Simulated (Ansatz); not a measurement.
HPbNO4:

```
H Pb N O
1.0
     4.20407    0.00000    0.00000
     2.02172    3.83952    0.00000
     2.04686    1.27900    6.28132
H Pb N O
1 1 1 4
Direct
  0.89145 0.68202 0.62796
  0.14426 0.92872 0.88352
  0.25670 0.28861 0.30171
  0.83108 0.65056 0.78405
  0.38694 0.22380 0.11295
  0.31104 0.03576 0.45856
  0.07726 0.60633 0.32275
```

The cell was built by a generator and needn't be a form met in nature.

```yaml
Program: Ansatz 0.2.0
Task: single point
Functional: PBE
Potentials_or_basis: Ansatz PAW
Cutoff: "420 eV (not typed: the program's choice for these potentials)"
k_mesh: 7 × 7 × 5
Occupations: fermi-dirac, width 0.05 eV
Spin: no spin polarisation
```

On this cell: pressure 0.0 GPa; largest force under 0.003 eV/Å; band gap on the k mesh 2.82 eV, indirect (least direct gap 2.84 eV).

The same run follows on a disturbed copy (atoms moved at random, drawn with an rms of 0.05 Å):

```
CELL_PARAMETERS angstrom
4.20407 0.00000 0.00000
2.02172 3.83952 0.00000
2.04686 1.27900 6.28132
ATOMIC_POSITIONS crystal
H 0.88071 0.67046 0.63256
Pb 0.14337 0.91721 0.88703
N 0.26501 0.29423 0.30202
O 0.83917 0.64349 0.78098
O 0.38141 0.20977 0.11258
O 0.30918 0.04682 0.45813
O 0.06721 0.60271 0.32058
```

Question: What does the disturbed cell give?

Answer: The energy moves by +27.2 meV/atom; pressure 2.1 GPa; largest force 2.668 eV/Å; band gap on the k mesh 2.80 eV, indirect (least direct gap 2.82 eV).

Forces on the atoms (eV/Å):
```
H   -0.034 -0.131 -2.148
Pb   0.005  0.019 -0.059
N   -1.749 -1.784 -0.936
O   -0.010  0.180  2.221
O    0.685  0.830  0.428
O    0.654 -0.646  0.819
O    0.449  1.531 -0.327
```

Stress tensor (GPa, compression positive):
```
-0.39 -0.51  0.24
-0.51  2.73 -1.97
 0.24 -1.97  4.00
```

Caveats: odd divisions of the mesh miss points on the zone boundary, where band edges often lie, so the gap on the mesh can be too wide; spin-orbit coupling is left out, which as a rule narrows the gap of such compounds by several tenths of an eV.

A k mesh can miss the band edges.
